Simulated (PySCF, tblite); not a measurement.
# C3H11NO2Si2: geometry, infrared bands and NMR shifts

What infrared bands and NMR shifts should C3H11NO2Si2 (`COCC(=O)N[SiH2][SiH3]`) show?

The runs use tblite 0.8.0 and PySCF 2.14.0, with density-fitted response routines of our own; the level of theory stands in each step. All values are computed, except where a source is named. Atoms count from 0, in the outputs and in this text.

## Step 1: The starting structure

19 atoms, charge 0, multiplicity 1; geometry from: force field or distance geometry start.

Bonds of the start (Å): C0–O1 1.35, O1–C2 1.37, C2–C3 1.46, C3–O4 1.30, C3–N5 1.39, N5–Si6 1.82, Si6–Si7 2.21, C0–H8 1.08, C0–H9 1.14, C0–H10 1.14, C2–H11 1.15, C2–H12 1.13, N5–H13 1.03, Si6–H14 1.49, Si6–H15 1.49, Si7–H16 1.46, Si7–H17 1.49, Si7–H18 1.48.

## Step 2: Geometry optimisation with GFN2-xTB

What the job is given:

```
{"job": {"kind": "relax", "xc": "GFN2-xTB", "basis": "xTB"}, "charge": 0, "multiplicity": 1}
C     -2.999100     0.708900    -0.321700
O     -2.496300    -0.422800    -0.863100
C     -1.722000    -1.252500    -0.095800
C     -0.408700    -0.791100     0.332100
O      0.246900    -1.634200     1.078100
N      0.230800     0.409300     0.063400
Si     1.881000     0.701300     0.768000
Si     3.501300    -0.001800    -0.564500
H     -2.255400     1.390500     0.063200
H     -3.548900     1.236900    -1.167700
H     -3.770300     0.471600     0.476900
H     -2.350500    -1.524000     0.822200
H     -1.631700    -2.243900    -0.632900
H     -0.123500     1.167800    -0.530500
H      1.959900     2.181200     0.941000
H      1.857500     0.041000     2.099900
H      3.472000    -1.464300    -0.630200
H      3.372100     0.623100    -1.906600
H      4.775000     0.412200     0.060800
```

Run with:

```sh
$ OMP_NUM_THREADS=1 python probes_run.py task.json out
```

This one command runs all jobs of the session in turn.

**Question.** This job is followed by: GFN2-xTB harmonic vibrations, gas phase; GIAO PBE0/pcSseg-1 NMR shielding, non-relativistic, gas phase. Predict these results of the whole session: strongest single infrared mode (GFN2-xTB); zero-point energy (GFN2-xTB); 13C shifts against TMS (PBE0/pcSseg-1); 1H shifts against TMS (PBE0/pcSseg-1, means over atoms taken as alike); 17O shifts against H2O (PBE0/pcSseg-1); 15N shifts against NH3 (PBE0/pcSseg-1); 29Si shifts against TMS (PBE0/pcSseg-1).

The runs gave:

| quantity | value |
| --- | --- |
| strongest single infrared mode (GFN2-xTB) | 2070 cm⁻¹, 451 km/mol |
| zero-point energy (GFN2-xTB) | 84.8 kcal/mol |
| 13C shifts against TMS (PBE0/pcSseg-1) | 179.9, 76.8, 60.3 ppm |
| 1H shifts against TMS (PBE0/pcSseg-1, means over atoms taken as alike) | 5.73, 4.71, 4.00, 3.86, 3.40 ppm |
| 17O shifts against H2O (PBE0/pcSseg-1) | 403.6, 21.6 ppm |
| 15N shifts against NH3 (PBE0/pcSseg-1) | 110.4 ppm |
| 29Si shifts against TMS (PBE0/pcSseg-1) | -64.2, -124.8 ppm |

In words: Over 235 steps the energy fell by 1.194 eV; of the close pairs, Si6–Si7 changed most, 2.213 to 2.308 Å. All 51 modes are real, so the xTB geometry is a minimum. The strongest single mode, at 2070 cm⁻¹, moves mainly H18. GFN2-xTB is a fitted tight-binding method: band positions and strengths are rough. Its intensities can rank the bands wrongly. C3 (amide carbonyl carbon) lies farthest downfield among carbon, at 179.9 ppm; it is a carbonyl in resonance with an O or N lone pair, the region of acids, esters and amides. At PBE0/pcSseg-1: Shielding is most anisotropic at O4 (span 654 ppm, paramagnetic term -473 ppm).
